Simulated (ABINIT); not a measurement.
# AlSn (P-6m2) in ABINIT: phonons with LDA

Aim: the phonons of AlSn with LDA.

Everything below comes from runs of ABINIT 10.8.3 (patched build). Logs are shortened: lines on timing, memory, paths and dates and some standing lists are left out, and cuts for length are marked. The log counts tension as positive stress, the text compression.

## (1) The crystal as given

It takes space group P-6m2 (No. 187, hexagonal). The conventional cell has a = 4.198 Å, b = 4.198 Å, c = 3.307 Å, α = 90.00°, β = 90.00°, γ = 120.00°. Sn (site symmetry -6m2) is surrounded by 6 Al at 2.93 Å and 2 Sn at 3.31 Å. Around Al (site symmetry -6m2) lie 6 Sn at 2.93 Å and 2 Al at 3.31 Å.

The cell comes from a database or a generator and needn't be the stable form of this composition.

## (2) Phonons, LDA

Contents of run.abi:

```
# Datasets
ndtset 2

# Pseudopotentials
pp_dirpath "./"
pseudos "Sn.LDA_PW-JTH_sp.xml, Al.LDA_PW-JTH.xml"

# Structure
acell 3*1.0
rprim
     7.9332698559     0.0000000000     0.0000000000
    -3.9666349279     6.8704132302     0.0000000000
     0.0000000000     0.0000000000     6.2490351660
ntypat 2
znucl 50 13
natom 2
typat 1 2
xred
            1/3            2/3            1/2
            0.0            0.0            0.0

# Plane-wave basis
ecut 299.325249 eV
pawecutdg 22.0

# k points
ngkpt 8 8 10
nshiftk 1
shiftk 0.0 0.0 0.0

# Exchange and correlation
ixc 7

# Bands and occupations
nband 12
occopt 3
tsmear 0.136 eV

# SCF cycle
nstep 80

# Output
prteig 0
prtebands 0
prtwf 0
prtden 0
prtpot 0

# Dataset 1: ground state
kptopt1 1
tolvrs1 1.0e-11
prtwf1 1
tolwfr1 1.0e-14
nbdbuf1 4
nline1 6

# Dataset 2: response at q = 0 to atomic displacements
rfphon2 1
rfatpol2 1 2
rfdir2 1 1 1
getwfk2 1
kptopt2 2
nqpt2 1
qpt2 0.0 0.0 0.0
tolvrs2 1.0e-9
```

Contents of mrgddb.in:

```
merged_DDB
AlSn
2
runo_DS1_DDB
runo_DS2_DDB
```

Contents of anaddb.abi:

```
ddb_filepath "merged_DDB"
output_file "anaddb.abo"
outdata_prefix "ana"
asr 1
chneut 0
dipdip 0
dieflag 0
enunit 0
eivec 1
nph1l 1
qph1l 0.0 0.0 0.0 1.0
```

Potentials or basis: JTH PAW LDA v2.0 sp.

On the command line:

```bash
abinit run.abi > log 2>&1
mrgddb < mrgddb.in > mrgddb.log 2>&1
anaddb anaddb.abi > anaddb.log 2>&1
```

run.abo:

```text
.Version 10.8.3 of ABINIT
 DATASET    1 : space group P-6 m 2 (#187); Bravais hP (primitive hexag.)
================================================================================
 Values of the parameters that define the memory need for DATASET  1.
     intxc =       0    ionmov =       0      iscf =      17    lmnmax =      13
     lnmax =       5     mgfft =      24  mpssoang =       3    mqgrid =    3001
     natom =       2  nloc_mem =       2    nspden =       1   nspinor =       1
    nsppol =       1      nsym =      12    n1xccc =       1    ntypat =       2
    occopt =       3   xclevel =       1
       mpw =         603          nfft =       11520          nkpt =          60
 PAW method is used; the additional fine FFT grid is defined by:
   mgfftf=        36    nfftf =     38880
================================================================================
================================================================================

 DATASET    2 : space group P-6 m 2 (#187); Bravais hP (primitive hexag.)
================================================================================
 Values of the parameters that define the memory need for DATASET  2 (RF).
     intxc =       0      iscf =       7    lmnmax =      13     lnmax =       5
     mgfft =      24  mpssoang =       3    mqgrid =    3001     natom =       2
  nloc_mem =       2    nspden =       1   nspinor =       1    nsppol =       1
      nsym =      12    n1xccc =       1    ntypat =       2    occopt =       3
   xclevel =       1
      nfft =       11520          nkpt =         324
================================================================================
================================================================================

--------------------------------------------------------------------------------
------------- Echo of variables that govern the present computation ------------
--------------------------------------------------------------------------------
 -outvars: echo values of preprocessed input variables --------
            acell      1.0000000000E+00  1.0000000000E+00  1.0000000000E+00 Bohr
              amu      1.18710000E+02  2.69815390E+01
             ecut      1.10000000E+01 Hartree
           getwfk1          0
           getwfk2          1
             iscf1         17
             iscf2          7
                       outvar_i_n : Printing only first  50 k-points.
              ixc           7
           jdtset        1    2
                       outvar_i_n : Printing only first  50 k-points.
           kptopt1          1
           kptopt2          2
         kptrlatt        8    0    0      0    8    0      0    0   10
          kptrlen      6.24903517E+01
            natom           2
            nband1         12
            nband2         12
           nbdbuf1          4
           nbdbuf2          2
           ndtset           2
            ngfft          24      24      20
          ngfftdg          36      36      30
             nkpt1         60
             nkpt2        324
            nline1          6
            nline2          4
             nqpt1          0
             nqpt2          1
            nstep          80
             nsym          12
           ntypat           2
                       prtocc : prtvol=0, do not print more k-points.
                       prtocc : prtvol=0, do not print more k-points.
           occopt           3
        optdriver1          0
        optdriver2          1
        pawecutdg      2.20000000E+01 Hartree
           prtden           0
        prtebands           0
           prteig           0
            prtwf1          1
            prtwf2          0
           rfphon1          0
           rfphon2          1
            rprim      7.9332698559E+00  0.0000000000E+00  0.0000000000E+00
                      -3.9666349279E+00  6.8704132302E+00  0.0000000000E+00
                       0.0000000000E+00  0.0000000000E+00  6.2490351660E+00
          spgroup         187
           tolvrs1     1.00000000E-11
           tolvrs2     1.00000000E-09
           tolwfr1     1.00000000E-14
           tolwfr2     0.00000000E+00
           tsmear      4.99790782E-03 Hartree
            typat      1  2
           useylm           1
                       outvars : Printing only first  50 k-points.
           xangst      1.7639242464E-11  2.4237774056E+00  1.6534234989E+00
                       0.0000000000E+00  0.0000000000E+00  0.0000000000E+00
            xcart      3.3333337326E-11  4.5802754868E+00  3.1245175830E+00
                       0.0000000000E+00  0.0000000000E+00  0.0000000000E+00
             xred      3.3333333333E-01  6.6666666667E-01  5.0000000000E-01
                       0.0000000000E+00  0.0000000000E+00  0.0000000000E+00
            znucl       50.00000   13.00000
[... 172 lines left out ...]
...

--- !EnergyTermsDC
iteration_state     : {dtset: 1, }
comment             : '"Double-counting" decomposition of free energy'
band_energy         : -1.99225522769595E-01
Ewald energy        : -6.26108285737508E+00
psp_core            :  4.55026102070595E-01
xc_dc               : -2.52962970611244E+00
PAW spherical_terms :  2.74227544873663E+00
internal            : -5.79263653544990E+00
'-kT*entropy'       : -1.83191252902979E-03
total_energy_dc     : -5.79446844797893E+00
total_energy_dc_eV  : -1.57675519028105E+02
...

--- !EnergyTermsWithPAWCore
iteration_state     : {dtset: 1, }
comment             : 'Components of total free energy, including PAW core contributions'
Total energy        : -6.41393781262836E+03
Total energy DC     : -6.41393781260316E+03
Total energy (eV)   : -1.74532139177133E+05
Total energy DC (eV): -1.74532139176447E+05
...

 Cartesian components of stress tensor (hartree/bohr^3)
  sigma(1 1)=  8.45932808E-05  sigma(3 2)=  0.00000000E+00
  sigma(2 2)=  8.45932809E-05  sigma(3 1)=  0.00000000E+00
  sigma(3 3)=  1.51974704E-04  sigma(2 1)= -1.03381203E-14

-Cartesian components of stress tensor (GPa)         [Pressure= -3.1496E+00 GPa]
- sigma(1 1)=  2.48882025E+00  sigma(3 2)=  0.00000000E+00
- sigma(2 2)=  2.48882025E+00  sigma(3 1)=  0.00000000E+00
- sigma(3 3)=  4.47125016E+00  sigma(2 1)= -3.04158000E-10

================================================================================
== DATASET  2 ==================================================================

--- !DatasetInfo
iteration_state: {dtset: 2, }
dimensions: {natom: 2, nkpt: 324, mband: 12, nsppol: 1, nspinor: 1, nspden: 1, mpw: 604, }
cutoff_energies: {ecut:  11.0, pawecutdg:  22.0, }
electrons: {nelect:   7.00000000E+00, charge:   0.00000000E+00, occopt:   3.00000000E+00, tsmear:   4.99790782E-03, }
meta: {optdriver: 1, rfphon: 1, }
...

 mkfilename : getwfk/=0, take file _WFK from output of DATASET   1.

 Exchange-correlation functional for the present dataset will be:
  LDA: Perdew-Wang 92 LSD fit to Ceperley-Alder data - ixc=7
  J.P.Perdew and Y.Wang, PRB 45, 13244 (1992)

 Real(R)+Recip(G) space primitive vectors, cartesian coordinates (Bohr,Bohr^-1):
 R(1)=  7.9332699  0.0000000  0.0000000  G(1)=  0.1260514  0.0727758  0.0000000
 R(2)= -3.9666349  6.8704132  0.0000000  G(2)=  0.0000000  0.1455517  0.0000000
 R(3)=  0.0000000  0.0000000  6.2490352  G(3)=  0.0000000  0.0000000  0.1600247
 Unit cell volume ucvol=  3.4060268E+02 bohr^3
 Angles (23,13,12)=  9.00000000E+01  9.00000000E+01  1.20000000E+02 degrees
 setup1 : take into account q-point for computing boxcut.

 Coarse grid specifications (used for wave-functions):

 getcut: wavevector=  0.0000  0.0000  0.0000  ngfft=  24  24  20
         ecut(hartree)=     11.000   => boxcut(ratio)=   2.02627

 Fine grid specifications (used for densities):

 getcut: wavevector=  0.0000  0.0000  0.0000  ngfft=  36  36  30
         ecut(hartree)=     22.000   => boxcut(ratio)=   2.14919
--------------------------------------------------------------------------------

 ==>  initialize data related to q vector <==

 The list of irreducible perturbations for this q vector is:
    1)    idir= 1    ipert=   1
    2)    idir= 3    ipert=   1
    3)    idir= 1    ipert=   2
    4)    idir= 3    ipert=   2

================================================================================

 The perturbation idir=   2  ipert=   1 is
 symmetric of a previously calculated perturbation.
 So, its SCF calculation is not needed.

 The perturbation idir=   2  ipert=   2 is
 symmetric of a previously calculated perturbation.
 So, its SCF calculation is not needed.

--------------------------------------------------------------------------------
 Perturbation wavevector (in red.coord.)   0.000000  0.000000  0.000000
 Perturbation : displacement of atom   1   along direction   1
 Found     2 symmetries that leave the perturbation invariant.
 symkpt : the number of k-points, thanks to the symmetries,
 is reduced to   204 .
[... 172 lines left out ...]
 2DEtotal=    0.4911835771E+00 Ha. Also 2DEtotal=    0.133657860349E+02 eV
    (2DErelax=   -8.9570039133E+00 Ha. 2DEnonrelax=    9.4481874905E+00 Ha)
    (  non-var. 2DEtotal :    4.9118312425E-01 Ha)

================================================================================

 ---- first-order wavefunction calculations are completed ----

 ==> Compute Derivative Database <==

  Dynamical matrix, in cartesian coordinates,
   if specified in the inputs, asr has been imposed
     j1       j2             matrix element
  dir pert dir pert     real part    imaginary part

   1    1   1    1         0.0369254495         0.0000000000
   1    1   1    2        -0.0369254495        -0.0000000000

   2    1   2    1         0.0369254495        -0.0000000000
   2    1   2    2        -0.0369254495         0.0000000000
[... 10 lines left out ...]
   3    2   3    1        -0.0118668558         0.0000000000
   3    2   3    2         0.0118668558        -0.0000000000

  Phonon wavevector (reduced coordinates) :  0.00000  0.00000  0.00000
 Phonon energies in Hartree :
   0.000000E+00  0.000000E+00  0.000000E+00  5.441615E-04  9.598933E-04
   9.598933E-04
 Phonon frequencies in cm-1    :
   0.000000E+00  0.000000E+00  0.000000E+00  1.194297E+02  2.106722E+02
   2.106722E+02

== END DATASET(S) ==============================================================
================================================================================

 -outvars: echo values of variables after computation  --------
            acell      1.0000000000E+00  1.0000000000E+00  1.0000000000E+00 Bohr
           etotal1    -5.7944684480E+00
           etotal2     4.9118357713E-01
            fcart1    -0.0000000000E+00 -0.0000000000E+00 -0.0000000000E+00
                      -0.0000000000E+00 -0.0000000000E+00 -0.0000000000E+00
            fcart2     0.0000000000E+00  0.0000000000E+00  0.0000000000E+00
                       0.0000000000E+00  0.0000000000E+00  0.0000000000E+00
            rprim      7.9332698559E+00  0.0000000000E+00  0.0000000000E+00
                      -3.9666349279E+00  6.8704132302E+00  0.0000000000E+00
                       0.0000000000E+00  0.0000000000E+00  6.2490351660E+00
           strten1     8.4593280830E-05  8.4593280866E-05  1.5197470414E-04
                       0.0000000000E+00  0.0000000000E+00 -1.0338120276E-14
           strten2     0.0000000000E+00  0.0000000000E+00  0.0000000000E+00
                       0.0000000000E+00  0.0000000000E+00  0.0000000000E+00
           xangst      1.7639242464E-11  2.4237774056E+00  1.6534234989E+00
                       0.0000000000E+00  0.0000000000E+00  0.0000000000E+00
             xred      3.3333333333E-01  6.6666666667E-01  5.0000000000E-01
                       0.0000000000E+00  0.0000000000E+00  0.0000000000E+00
 Calculation completed.
```

Run time: 3.2 min. Hardware: 1 thread of Arm Neoverse N1, shared host; peak memory 0.29 GiB.

Results:

| Item | Value |
| --- | --- |
| Free energy | -157.6755 eV |
| Pressure | -3.1 GPa |
| Band gap on the k mesh | none (metal or under the smearing width) |
| Highest phonon frequency at Γ | 211 cm⁻¹ |

Stress tensor (GPa, compression positive):
```
-2.49  0.00  0.00
 0.00 -2.49  0.00
 0.00  0.00 -4.47
```

Phonon frequencies in cm⁻¹ (negative: imaginary):
```
              q point        frequencies
(0.000, 0.000, 0.000)  0 0 0 119 211 211
```

Caveat: the cutoff is short for stress, so the pressure is rough; the cell is more than 3 GPa from zero pressure, which shifts response properties; this set keeps more shells in the core, which shifts pressures and gaps.
